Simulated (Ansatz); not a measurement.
I need an SCF with some post-processing of NbCo₃, space group Pm-3m. Use the Python package of Ansatz (0.2.0). Use: r2SCAN, PAW, cutoff 650 eV, 7×7×7 k-points, Methfessel-Paxton smearing of 0.1 eV, collinear spin.

```cif
data_structure
_symmetry_space_group_name_H-M 'P 1'
_symmetry_Int_Tables_number 1
_cell_length_a 3.6145
_cell_length_b 3.6145
_cell_length_c 3.6145
_cell_angle_alpha 90.000
_cell_angle_beta 90.000
_cell_angle_gamma 90.000
_cell_volume 47.22
loop_
_atom_site_label
_atom_site_type_symbol
_atom_site_fract_x
_atom_site_fract_y
_atom_site_fract_z
_atom_site_occupancy
Nb1 Nb 0.00000 0.00000 0.00000 1
Co1 Co 0.50000 0.50000 0.00000 1
Co2 Co 0.50000 0.00000 0.50000 1
Co3 Co 0.00000 0.50000 0.50000 1
```

Script `nbco3_survey.py`:
```python
from pathlib import Path
import sys
import warnings

import ansatz
from ase.io.cube import read_cube_data
from ase.units import Bohr
import numpy as np
from pymatgen.core import Lattice, Structure
from pymatgen.io.ase import AseAtomsAdaptor

warnings.simplefilter('ignore', ansatz.DeckWarning)

pmg_structure = Structure(
    Lattice([[3.614478, 0.0, 0.0], [0.0, 3.614478, 0.0], [0.0, 0.0, 3.614478]]),
    ['Nb', 'Co', 'Co', 'Co'],
    [
        [0.0, 0.0, 0.0],
        [0.5, 0.5, 0.0],
        [0.5, 0.0, 0.5],
        [0.0, 0.5, 0.5],
    ],
)
structure = ansatz.Crystal.from_ase(AseAtomsAdaptor.get_atoms(pmg_structure)).moments(Co=1.8)

model = structure.calculation()
model = model.functional('r2scan')
model = model.occupations('Methfessel-Paxton', width=0.1)
model = model.spin('collinear')
model = model.kpoints(7, 7, 7)
model = model.basis(650)
model = model.density().output_files(volumetric_format=['cube', 'npy'])
model = model.density_of_states(energy_step=0.1, projected=True)
model = model.populations()
try:
    result = model.run(threads=1, pin='off')
except ansatz.NonConvergedError as error:
    sys.exit(f'no convergence: {error}')
except ansatz.RefusalError as error:
    sys.exit(f'input refused: {error}')
rep = result.report

print('%-22s %14.5f eV' % ('F = E - TS', rep['free_energy_ev']))
print('%-22s %14.5f eV' % ('E', rep['internal_energy_ev']))
print('%-22s %14.5f eV' % ('Harris-Foulkes', rep['harris_foulkes_ev']))
print('%-22s %14.5f eV' % ('Fermi level', rep['fermi_energy_ev']))

folder = Path(result.write_results('cubes'))
print('\n'.join((folder / 'rho.cube').read_text().splitlines()[: 6 + 4]))
values, cube_atoms = read_cube_data(str(folder / 'rho.cube'))
print('electrons from the file:', round(values.mean() * cube_atoms.get_volume() / Bohr ** 3, 3))

print('site moments (muB):', [round(m, 2) for m in rep['site_moments_mub']])
print('electrons up, down:', [round(n, 3) for n in rep['spin_occupation_sums']])

dos = result.density_of_states()
energy = np.asarray(dos.energies_ev) - dos.fermi_ev
window = (energy > -10) & (energy < 3)
for index, site in enumerate(result.projected_density_of_states().sites):
    for shell in site.shells:
        if shell.l == 2:
            g = sum(np.sum(part.g_bin_mean_per_ev, axis=0) for part in shell.curves)[window]
            if g.sum() > 1e-6:
                centre = (g * energy[window]).sum() / g.sum()
                width = np.sqrt((g * (energy[window] - centre) ** 2).sum() / g.sum())
                print(f'site {index} {site.species} {shell.label}: centre {centre:.3f} eV, rms width {width:.3f} eV')

files = Path(result.write_results('tables'))
print((files / 'populations.tsv').read_text())
```

Running `python nbco3_survey.py` prints:
```text
F = E - TS               -19958.32168 eV
E                        -19958.32066 eV
Harris-Foulkes           -19958.32168 eV
Fermi level                  19.77836 eV
ansatz rho
values in e/bohr^3 (x slowest, z fastest)
    4    0.000000    0.000000    0.000000
   32    0.213449    0.000000    0.000000
   32    0.000000    0.213449    0.000000
   32    0.000000    0.000000    0.213449
   41   41.000000    0.000000    0.000000    0.000000
   27   27.000000    3.415187    3.415187    0.000000
   27   27.000000    3.415187    0.000000    3.415187
   27   27.000000    0.000000    3.415187    3.415187
electrons from the file: 64.0
site moments (muB): [-0.35, 0.85, 0.85, 0.85]
electrons up, down: [32.898, 31.102]
site 0 Nb 4D: centre -0.987 eV, rms width 2.719 eV
site 1 Co 3D: centre -1.454 eV, rms width 1.786 eV
site 2 Co 3D: centre -1.454 eV, rms width 1.786 eV
site 3 Co 3D: centre -1.454 eV, rms width 1.786 eV
# site	symbol	l	j	q_up	q_dn
# orbitals = lowdin
# n_electrons = 64.000000
# spilling = 0.010507
0	Nb	0_4S	-	0.964111	0.963757
0	Nb	0_5S	-	0.458682	0.477899
0	Nb	1_4P	-	2.991730	2.993455
0	Nb	2_4D	-	1.899503	2.475518
1	Co	0_3S	-	0.988305	0.988926
1	Co	0_4S	-	0.390154	0.423540
1	Co	1_3P	-	2.996731	2.997544
1	Co	2_3D	-	4.401252	3.514512
2	Co	0_3S	-	0.988305	0.988926
2	Co	0_4S	-	0.390154	0.423540
2	Co	1_3P	-	2.996731	2.997544
2	Co	2_3D	-	4.401252	3.514512
3	Co	0_3S	-	0.988305	0.988926
3	Co	0_4S	-	0.390154	0.423540
3	Co	1_3P	-	2.996731	2.997544
3	Co	2_3D	-	4.401252	3.514512
```

Reading the output:
- Total energies depend on the potentials; only differences at equal settings carry meaning. A total without «per atom» is that of the cell as typed.
- Other magnetic orders than the one started from may lie lower.
- For a metal this k-point mesh is coarse: on a finer one energies can move by several to tens of meV an atom and pressures by half a GPa or more, differences at one mesh by less.
- The zero of the levels is a convention of the potentials, so an absolute Fermi energy is no work function.
- Projections exist only for the shells that the potentials hold, some of them semicore, and samples at single energies can miss narrow peaks.
- r2SCAN tends to overestimate the moments of itinerant magnets.
- The fields are valence quantities on the plane-wave grid; their values near the nuclei depend on the potentials.
- The structure comes from a database of computed cells and needn't be a stable or known phase.
- The density of states is complete only as far up as bands were computed.
- A band centre counts only the states inside the window taken.
- The whole script took 38 s on 1 thread of Arm Neoverse V2, with other jobs on the host, peak memory 0.7 GiB.

(Lines on the test bed's own set-up are left out of the output.)
